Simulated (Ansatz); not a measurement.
# AlO6: the cost of one run

Program: Ansatz 0.2.0. Level of theory: DFT PBE, scalar-relativistic, plane waves, PAW, unless a step names another level. These are calculated values, not measurements.

3 further runs of the same task are left out: 2 that didn't finish, 1 set aside as unsound or not needed.

## 1. The system as given

The structure is trigonal, space group P-3m1 (No. 164). The conventional cell has a = 2.979 Å, b = 2.979 Å, c = 13.668 Å, α = 90.00°, β = 90.00°, γ = 120.00°. Al (site symmetry -3m) has 6 O at 1.94 Å as nearest neighbours. O (site symmetry 3m) is surrounded by 1 O at 1.21 Å. O (site symmetry 3m) is surrounded by 3 Al at 1.94 Å.

Coordinates:

```
CELL_PARAMETERS angstrom
2.97873 0.00000 0.00000
-1.48937 2.57966 0.00000
0.00000 0.00000 13.66760
ATOMIC_POSITIONS crystal
Al 0.00000 0.00000 0.00000
O 0.33333 0.66667 0.61707
O 0.33333 0.66667 0.70597
O 0.66667 0.33333 0.38293
O 0.66667 0.33333 0.29403
O 0.66667 0.33333 0.93510
O 0.33333 0.66667 0.06490
```

It came out lowest among 23 distinct ends of the trial cells. At a tolerance of 0.05 Å it has space group P-3m1 (No. 164). Site moments: 0.0 0.5 0.6 0.5 0.6 0.4 0.4 μB.

## 2. A stricter relaxation, on the response runs' mesh and smearing

The input, input.yaml:

```yaml
crystal:
  lattice:
    - [2.9787333193, 0.0, 0.0]
    - [-1.4893666597, 2.5796587256, 0.0]
    - [0.0, 0.0, 13.66760364]
  atoms:
    - { symbol: Al, position: [0.0, 0.0, 0.0] }
    - { symbol: O, position: [0.3333333333, 0.6666666667, 0.617074432], spin: 0.59 }
    - { symbol: O, position: [0.3333333333, 0.6666666667, 0.7059691411], spin: 0.61 }
    - { symbol: O, position: [0.6666666667, 0.3333333333, 0.382925568], spin: 0.59 }
    - { symbol: O, position: [0.6666666667, 0.3333333333, 0.2940308589], spin: 0.61 }
    - { symbol: O, position: [0.6666666667, 0.3333333333, 0.9351031819], spin: 0.45 }
    - { symbol: O, position: [0.3333333333, 0.6666666667, 0.0648968181], spin: 0.45 }
basis:
  ecutwfc: 420
kpoints:
  mp_grid: { grid: [12, 12, 4] }
hamiltonian:
  xc: pbe
scf:
  occupations: { method: gaussian, width: 0.1 }
output:
  forces: true
  stress: true
  eigenvalues: true
  populations: true
magnetization:
  spin_polarized: true
relax:
  adjacent_minimum: "off"
  f_tol: 0.001
  max_steps: 60
  cell: { stress_tol: 0.01 }
```

Command:

```bash
ansatz run input.yaml --threads 3 --pin off --max-ram 7680MiB --backend cpu --events-out ev --progress --plain --runs-dir out
```

**Question.** How long does this run take on 3 threads of Intel Xeon Platinum 8488C (Sapphire Rapids), shared host, and how much memory does it need?

About 2.2 min, with a peak of 0.66 GiB.
